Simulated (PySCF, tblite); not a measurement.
# C7H14: a rotation path, then NMR shifts on frames, part 2 of 2

tblite 0.8.0 and PySCF 2.14.0. Atoms count from 0.

## Step 5: Shielding tensors: image 4, PBE0/pcSseg-1

Job settings and geometry (Å):

```
{"job": {"kind": "nmr", "xc": "PBE0", "basis": "pcSseg-1", "pop": false}, "charge": 0, "multiplicity": 1}
C     -0.971200     0.949100     1.444800
C     -0.502100     0.072200     0.276700
C     -1.368400     0.396800    -0.944900
C     -0.726400    -1.392900     0.663700
C      0.980400     0.375500     0.023400
C      2.002500    -0.653300    -0.366600
C      1.613800     0.415400    -1.337000
H     -0.396300     0.735000     2.343800
H     -2.020700     0.760200     1.659200
H     -0.860300     2.004100     1.204200
H     -1.225200     1.429900    -1.253000
H     -2.418600     0.254800    -0.696200
H     -1.129900    -0.254800    -1.782100
H     -0.122900    -1.658000     1.528500
H     -0.472900    -2.061000    -0.154700
H     -1.774000    -1.551400     0.912400
H      1.362100     1.128500     0.704300
H      1.687200    -1.663000    -0.574400
H      2.979700    -0.602100     0.092000
H      1.032900     0.127500    -2.198500
H      2.321500     1.204500    -1.546200
```

With the program's defaults for keys left out, this is: GIAO PBE0/pcSseg-1 NMR shielding, non-relativistic, gas phase.

The program printed:

```text
coarse grid: 16288 points
cycle   1  E = -274.6607074309  dE =  7.189e-01  |g| = 4.698e-01  |ddm| = 3.818e+00
cycle   2  E = -274.6487182251  dE =  1.199e-02  |g| = 5.296e-01  |ddm| = 9.192e-01
cycle   3  E = -274.7223302204  dE = -7.361e-02  |g| = 3.835e-02  |ddm| = 5.255e-01
cycle   4  E = -274.7225297733  dE = -1.996e-04  |g| = 2.417e-02  |ddm| = 6.646e-02
cycle   5  E = -274.7226641812  dE = -1.344e-04  |g| = 4.078e-03  |ddm| = 2.612e-02
cycle   6  E = -274.7226677766  dE = -3.595e-06  |g| = 9.803e-04  |ddm| = 4.709e-03
final grid: 153664 points
cycle   7  E = -274.7679137288  dE = -8.240e-05  |g| = 1.034e-02  |ddm| = 5.572e-02
cycle   8  E = -274.7679051560  dE =  8.573e-06  |g| = 1.189e-02  |ddm| = 2.058e-02
cycle   9  E = -274.7679415891  dE = -3.643e-05  |g| = 7.151e-04  |ddm| = 1.143e-02
cycle  10  E = -274.7679416806  dE = -9.149e-08  |g| = 3.574e-04  |ddm| = 1.296e-03
cycle  11  E = -274.7679417101  dE = -2.949e-08  |g| = 5.081e-05  |ddm| = 3.277e-04
cycle  12  E = -274.7679417106  dE = -5.144e-10  |g| = 1.890e-05  |ddm| = 7.044e-05
converged SCF energy = -274.7679417106

GIAO shielding tensors (ppm)
atom      isotropic    diamagn.    paramagn.     s11        s22        s33       span
  0 C      150.259     248.156     -97.898    125.564    141.367    183.845     58.281
  1 C      158.330     241.671     -83.341    150.806    157.722    166.461     15.655
  2 C      155.092     247.793     -92.701    137.156    145.726    182.392     45.236
  3 C      155.171     247.811     -92.640    137.251    145.738    182.524     45.273
  4 C      163.929     247.062     -83.133    128.576    142.512    220.699     92.123
  5 C      181.471     253.108     -71.637    152.578    177.183    214.651     62.072
  6 C      181.568     253.124     -71.556    152.834    177.145    214.725     61.891
  7 H       30.415      31.556      -1.141     26.723     28.123     36.399      9.677
  8 H       30.750      31.555      -0.805     26.906     28.062     37.282     10.376
  9 H       30.425      31.576      -1.151     26.740     28.120     36.415      9.675
 10 H       30.724      31.779      -1.054     27.024     28.302     36.847      9.822
 11 H       30.999      31.604      -0.605     26.933     28.628     37.435     10.502
 12 H       30.981      32.022      -1.042     26.558     29.931     36.453      9.895
 13 H       30.742      31.798      -1.056     27.057     28.290     36.878      9.821
 14 H       31.016      32.075      -1.059     26.560     30.002     36.486      9.925
 15 H       31.010      31.621      -0.610     26.953     28.628     37.451     10.498
 16 H       31.080      33.431      -2.351     22.937     30.816     39.486     16.549
 17 H       31.411      32.568      -1.158     25.757     29.867     38.607     12.850
 18 H       31.305      30.913       0.392     25.260     26.362     42.294     17.035
 19 H       31.418      32.568      -1.150     25.760     29.876     38.618     12.857
 20 H       31.305      30.929       0.375     25.265     26.363     42.285     17.020
```

Run time: 24 s. Hardware: 1 thread of Arm Neoverse V1, shared host; peak memory 0.86 GiB.

In short: δ C0 36.7, C2 31.8, C3 31.8, C1 28.6, H7 1.30, H9 1.29 ppm.

## Step 6: Shielding tensors: image 6, PBE0/pcSseg-1

Job settings and geometry (Å):

```
{"job": {"kind": "nmr", "xc": "PBE0", "basis": "pcSseg-1", "pop": false}, "charge": 0, "multiplicity": 1}
C     -0.985600     1.062600     1.323200
C     -0.488000     0.025600     0.309400
C     -1.294100     0.177200    -0.982200
C     -0.734900    -1.375500     0.880900
C      1.011400     0.243900     0.107500
C      1.881800    -0.687900    -0.682500
C      1.633000     0.702200    -1.177600
H     -0.469700     0.946800     2.274700
H     -2.052000     0.939700     1.497900
H     -0.811900     2.072000     0.957000
H     -1.201800     1.184000    -1.382900
H     -2.346900    -0.005800    -0.775100
H     -0.968700    -0.535800    -1.736300
H     -0.181700    -1.515800     1.806300
H     -0.421600    -2.141700     0.176800
H     -1.794600    -1.513500     1.086100
H      1.481700     0.638300     1.002100
H      1.424100    -1.507400    -1.214300
H      2.859900    -0.928600    -0.291600
H      1.010900     0.817900    -2.050200
H      2.439800     1.418900    -1.129600
```

With the program's defaults for keys left out, this is: GIAO PBE0/pcSseg-1 NMR shielding, non-relativistic, gas phase.

The program printed:

```text
coarse grid: 16288 points
cycle   1  E = -274.6638350472  dE =  7.233e-01  |g| = 4.699e-01  |ddm| = 3.820e+00
cycle   2  E = -274.6513962912  dE =  1.244e-02  |g| = 5.312e-01  |ddm| = 9.259e-01
cycle   3  E = -274.7255168256  dE = -7.412e-02  |g| = 3.951e-02  |ddm| = 5.303e-01
cycle   4  E = -274.7257343107  dE = -2.175e-04  |g| = 2.443e-02  |ddm| = 6.663e-02
cycle   5  E = -274.7258715170  dE = -1.372e-04  |g| = 4.002e-03  |ddm| = 2.572e-02
cycle   6  E = -274.7258749441  dE = -3.427e-06  |g| = 9.932e-04  |ddm| = 4.609e-03
final grid: 153664 points
cycle   7  E = -274.7714450897  dE = -8.967e-05  |g| = 1.040e-02  |ddm| = 6.095e-02
cycle   8  E = -274.7714359153  dE =  9.174e-06  |g| = 1.204e-02  |ddm| = 2.109e-02
cycle   9  E = -274.7714733434  dE = -3.743e-05  |g| = 7.701e-04  |ddm| = 1.175e-02
cycle  10  E = -274.7714734527  dE = -1.093e-07  |g| = 3.594e-04  |ddm| = 1.308e-03
cycle  11  E = -274.7714734824  dE = -2.966e-08  |g| = 5.597e-05  |ddm| = 3.359e-04
cycle  12  E = -274.7714734830  dE = -6.401e-10  |g| = 1.920e-05  |ddm| = 7.832e-05
converged SCF energy = -274.7714734830

GIAO shielding tensors (ppm)
atom      isotropic    diamagn.    paramagn.     s11        s22        s33       span
  0 C      151.826     247.804     -95.978    129.134    140.888    185.455     56.321
  1 C      156.705     241.735     -85.030    151.297    155.189    163.629     12.332
  2 C      159.799     248.122     -88.323    141.581    153.531    184.286     42.705
  3 C      154.346     248.069     -93.722    134.978    143.279    184.782     49.803
  4 C      163.196     247.828     -84.632    128.868    143.810    216.910     88.043
  5 C      184.570     253.086     -68.516    158.115    178.589    217.006     58.891
  6 C      181.650     253.187     -71.537    154.598    176.959    213.393     58.795
  7 H       30.579      31.573      -0.995     26.985     28.076     36.675      9.690
  8 H       30.730      31.376      -0.647     26.855     28.025     37.309     10.454
  9 H       30.374      31.364      -0.990     26.394     28.281     36.446     10.052
 10 H       31.078      32.017      -0.938     26.821     29.070     37.344     10.523
 11 H       31.088      31.592      -0.504     27.070     28.685     37.507     10.437
 12 H       31.301      32.139      -0.838     26.809     30.102     36.994     10.185
 13 H       30.598      31.759      -1.161     27.252     27.770     36.773      9.522
 14 H       30.770      32.026      -1.256     26.227     29.858     36.225      9.998
 15 H       30.931      31.720      -0.789     26.837     28.384     37.570     10.733
 16 H       31.120      33.626      -2.506     23.551     30.312     39.499     15.948
 17 H       31.629      32.546      -0.917     26.017     29.788     39.082     13.064
 18 H       31.379      31.037       0.342     25.401     26.440     42.298     16.897
 19 H       31.375      32.560      -1.185     25.243     30.372     38.509     13.266
 20 H       31.294      30.818       0.476     25.210     26.305     42.367     17.157
```

Wall time 24 s (1 thread of Arm Neoverse V1, shared host); peak memory 0.86 GiB.

Key values: δ C0 35.1, C3 32.6, C1 30.2, C2 27.1, H9 1.34, H7 1.14 ppm.

## Step 7: NMR shieldings: image 8, PBE0/pcSseg-1

Job settings and geometry (Å):

```
{"job": {"kind": "nmr", "xc": "PBE0", "basis": "pcSseg-1", "pop": false}, "charge": 0, "multiplicity": 1}
C     -0.952600     1.145100     1.157800
C     -0.484000    -0.050500     0.320200
C     -1.255800    -0.063200    -0.999800
C     -0.774000    -1.352900     1.075400
C      1.024400     0.065400     0.138100
C      1.781800    -0.576000    -0.984500
C      1.671700     0.916800    -0.911700
H     -0.448300     1.158900     2.121700
H     -2.025100     1.093300     1.331800
H     -0.730100     2.076800     0.642500
H     -1.092000     0.852900    -1.560800
H     -2.321500    -0.145500    -0.796900
H     -0.966600    -0.909200    -1.617300
H     -0.262900    -1.361500     2.035900
H     -0.430800    -2.208700     0.498000
H     -1.841500    -1.462300     1.254100
H      1.533400     0.056800     1.097200
H      1.234200    -1.084200    -1.761800
H      2.733800    -1.035100    -0.762900
H      1.050100     1.412700    -1.639800
H      2.546700     1.487400    -0.637800
```

Method: GIAO PBE0/pcSseg-1 NMR shielding, non-relativistic, gas phase.

The program printed:

```text
coarse grid: 16288 points
cycle   1  E = -274.6671026972  dE =  7.262e-01  |g| = 4.698e-01  |ddm| = 3.824e+00
cycle   2  E = -274.6542749248  dE =  1.283e-02  |g| = 5.325e-01  |ddm| = 9.345e-01
cycle   3  E = -274.7287686377  dE = -7.449e-02  |g| = 4.048e-02  |ddm| = 5.338e-01
cycle   4  E = -274.7290017410  dE = -2.331e-04  |g| = 2.464e-02  |ddm| = 6.666e-02
cycle   5  E = -274.7291413076  dE = -1.396e-04  |g| = 3.930e-03  |ddm| = 2.543e-02
cycle   6  E = -274.7291445737  dE = -3.266e-06  |g| = 1.014e-03  |ddm| = 4.524e-03
final grid: 153664 points
cycle   7  E = -274.7742244015  dE = -6.953e-05  |g| = 1.020e-02  |ddm| = 4.787e-02
cycle   8  E = -274.7742140806  dE =  1.032e-05  |g| = 1.206e-02  |ddm| = 2.131e-02
cycle   9  E = -274.7742516896  dE = -3.761e-05  |g| = 7.859e-04  |ddm| = 1.203e-02
cycle  10  E = -274.7742518092  dE = -1.195e-07  |g| = 3.264e-04  |ddm| = 1.175e-03
cycle  11  E = -274.7742518336  dE = -2.448e-08  |g| = 4.644e-05  |ddm| = 2.992e-04
cycle  12  E = -274.7742518340  dE = -4.019e-10  |g| = 1.955e-05  |ddm| = 6.583e-05
converged SCF energy = -274.7742518340

GIAO shielding tensors (ppm)
atom      isotropic    diamagn.    paramagn.     s11        s22        s33       span
  0 C      153.930     247.790     -93.860    135.891    139.285    186.615     50.725
  1 C      155.087     241.654     -86.567    150.193    154.299    160.769     10.576
  2 C      164.140     248.790     -84.649    149.245    153.014    190.163     40.917
  3 C      153.896     247.725     -93.830    135.626    139.402    186.659     51.033
  4 C      161.347     248.775     -87.428    126.964    144.430    212.647     85.683
  5 C      184.554     253.167     -68.612    159.940    178.312    215.411     55.471
  6 C      184.730     253.201     -68.470    160.053    178.293    215.845     55.792
  7 H       30.617      31.561      -0.943     27.169     27.846     36.837      9.668
  8 H       30.775      31.420      -0.645     26.811     28.051     37.464     10.653
  9 H       30.534      31.592      -1.058     26.206     29.041     36.354     10.148
 10 H       31.287      32.371      -1.085     26.431     30.198     37.231     10.800
 11 H       31.149      31.767      -0.618     27.190     28.568     37.690     10.499
 12 H       31.281      32.368      -1.087     26.430     30.158     37.255     10.825
 13 H       30.621      31.540      -0.919     27.142     27.872     36.848      9.706
 14 H       30.519      31.541      -1.022     26.234     28.937     36.385     10.151
 15 H       30.761      31.389      -0.628     26.810     28.036     37.436     10.627
 16 H       31.133      33.814      -2.681     24.348     29.700     39.349     15.001
 17 H       31.460      32.633      -1.173     25.116     30.273     38.991     13.875
 18 H       31.395      30.911       0.484     25.378     26.396     42.412     17.034
 19 H       31.481      32.644      -1.163     25.164     30.261     39.018     13.854
 20 H       31.405      30.937       0.467     25.389     26.412     42.412     17.023
```

Run time: 24 s. Hardware: 1 thread of Arm Neoverse V1, shared host; peak memory 0.86 GiB.

Key values: δ C3 33.0, C0 33.0, C1 31.8, C4 25.6, H14 1.20, H9 1.18 ppm.

## Step 8: Comparing the runs: NMR shifts

Shifts (ppm) of some atoms, chosen among heavy atoms and hydrogens apart, with basis size and wall time:

```
  frame    C2    C0    C1    C3   C6   H12   H14  functions  time
image 0  33.1  33.1  31.9  22.8  2.3  1.19  0.44        189  24 s
image 2  32.6  34.7  30.2  27.0  2.4  0.98  0.38        189  24 s
image 4  31.8  36.7  28.6  31.8  5.4  0.74  0.70        189  24 s
image 6  27.1  35.1  30.2  32.6  5.3  0.42  0.95        189  24 s
image 8  22.8  33.0  31.8  33.0  2.2  0.44  1.20        189  24 s
```

## Step 9: What came out

The summary covers parts 1 to 2.

| quantity | value |
| --- | --- |
| barrier | 0.102 eV (2.4 kcal/mol) at image 4 |
| end to end (GFN2-xTB) | 0.000 eV |
| ¹³C shifts against TMS (PBE0/pcSseg-1, image 0) | 33.1, 33.1, 31.9, 25.6, 22.8, 2.3, 2.3 ppm |
| ¹H shifts against TMS (PBE0/pcSseg-1, image 0) | 1.19, 1.19, 1.10, 1.10, 0.95, 0.94, 0.58, 0.57, 0.44, 0.44, 0.32, 0.32, 0.26, 0.26 ppm |
| range of the shift of C2 | 22.8 to 33.1 ppm |

In words: Along the band the dihedral turns by 119°, and the top (dihedral 143°) lies 2.4 kcal/mol above the start (GFN2-xTB, rough), so at room temperature this motion is fast. The top was not checked by a frequency run. Shifts at one fixed geometry are not the observed spectrum, which averages over the motion. In the first frame run (image 0): The largest span, 86 ppm, is at C4, where the paramagnetic term is -87 ppm. In ppm, C2 moves most: its shift spreads over 10.3 ppm, from 22.8 (image 8) to 33.1 (image 0).
